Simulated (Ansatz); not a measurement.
# SnI2Cl2: up Jacob's ladder to CCSD(T)

One table from this session's results is given with a row withheld; the runs are named, their logs left out.

Method: functionals in def2-TZVPP, the program's frozen cores in correlated methods; program: Ansatz 0.2.0, Gaussian basis.

Plan: LDA (SPW92), PBE-D4, revPBE-D4, BLYP-D4, r2SCAN-D4, B97M-V, PBE0-D4, B3LYP-D4, r2SCANh-D4, r2SCAN0-D4, HSE06-D4, BHLYP-D4, CAM-B3LYP-D4, LC-ωPBE, ωB97X-V, ωB97M-V, B2PLYP, PBE-QIDH; CCSD(T)/def2-SVP; CCSD(T)/def2-TZVPP; MP2/def2-QZVPP; extrapolation to the limit; RPA on PBE.

### Structure used throughout

The geometry comes from an earlier relaxation with PBE0-D4 in a triple-zeta def2 set; it is a stationary point. Sn, I take the def2 core potential; no spin-orbit term is included.

SMILES `[Cl][Sn]([Cl])([I])[I]`, 5 atoms, charge 0, spin multiplicity 1.

Atoms are counted from 1 here; the program's logs count them from 0.

Bond lengths: Cl1–Sn2 2.305 Å, Sn2–Cl3 2.305 Å, Sn2–I4 2.646 Å, Sn2–I5 2.646 Å. Angles: Cl1–Sn2–Cl3 106.6°, Cl1–Sn2–I4 109.4°, Cl1–Sn2–I5 109.4°, Cl3–Sn2–I4 109.4°, Cl3–Sn2–I5 109.4°, I4–Sn2–I5 112.5°.

Set-up of the first run:

Contents of in.yaml:

```yaml
crystal:
  periodic: [false, false, false]
  atoms:
    - {symbol: Cl, position_ang: [-0.446926, -0.467767, 2.228072]}
    - {symbol: Sn, position_ang: [0.028242, -0.037726, 0.014177]}
    - {symbol: Cl, position_ang: [1.863877, -1.321495, -0.528448]}
    - {symbol: I, position_ang: [-2.027162, -0.768652, -1.482507]}
    - {symbol: I, position_ang: [0.631869, 2.522038, -0.272595]}
basis:
  gaussian: {orbitals: def2-TZVPP}
hamiltonian: {xc: lda}
output: {orbitals: {seedname: orbitals}}
```

Run with:

```
> ansatz run in.yaml --threads 8 --pin off --events-out ev --progress --plain --max-ram 20889MiB
```

Steps of the session up to this table: LDA; PBE-D4 (GGA); revPBE-D4 (GGA); BLYP-D4 (GGA); r2SCAN-D4 (meta-GGA); B97M-V (meta-GGA); B3LYP-D4 (hybrid); r2SCANh-D4 (hybrid); r2SCAN0-D4 (hybrid); HSE06-D4 (hybrid); BHLYP-D4 (hybrid); CAM-B3LYP-D4 (range-separated); LC-ωPBE (range-separated); ωB97X-V (range-separated); ωB97M-V (range-separated); B2PLYP (double hybrid); PBE-QIDH (double hybrid).

One of the session's tables, all rows but one given; the rest of the session is left out.

It belongs to the step «Orbital energies across the functionals». 

| functional | HOMO (eV) | LUMO (eV) | gap (eV) |
| --- | --- | --- | --- |
| LDA (SPW92) | -7.25 | -4.51 | 2.73 |
| PBE-D4 | -7.08 | -4.22 | 2.86 |
| revPBE-D4 | -7.03 | -4.13 | 2.90 |
| BLYP-D4 | -6.88 | -4.13 | 2.75 |
| r2SCAN-D4 | -7.41 | -4.13 | 3.28 |
| B97M-V | -7.39 | -3.92 | 3.47 |
| PBE0-D4 | -8.24 | -3.48 | 4.76 |
| B3LYP-D4 | -7.97 | -3.72 | 4.26 |
| r2SCANh-D4 | -7.83 | -3.86 | 3.97 |
| r2SCAN0-D4 | ? | ? | ? |
| HSE06-D4 | -7.85 | -3.84 | 4.01 |
| BHLYP-D4 | -9.20 | -2.62 | 6.59 |
| CAM-B3LYP-D4 | -9.47 | -2.56 | 6.91 |
| LC-ωPBE | -10.83 | -1.46 | 9.38 |
| ωB97X-V | -10.49 | -1.53 | 8.95 |
| ωB97M-V | -10.34 | -1.61 | 8.73 |

Q: Estimate the row for r2SCAN0-D4 from the others.

Worked estimate for «HOMO (eV)». Against the share of exact exchange, r2SCAN-D4 (0, -7.41), r2SCANh-D4 (0.1, -7.83) give a slope of -4.20 per unit share; at 0.25 the line stands at -8.46.

As computed: HOMO (eV): -8.46; LUMO (eV): -3.44; gap (eV): 5.02. In «HOMO (eV)» the line misses by 0.00.
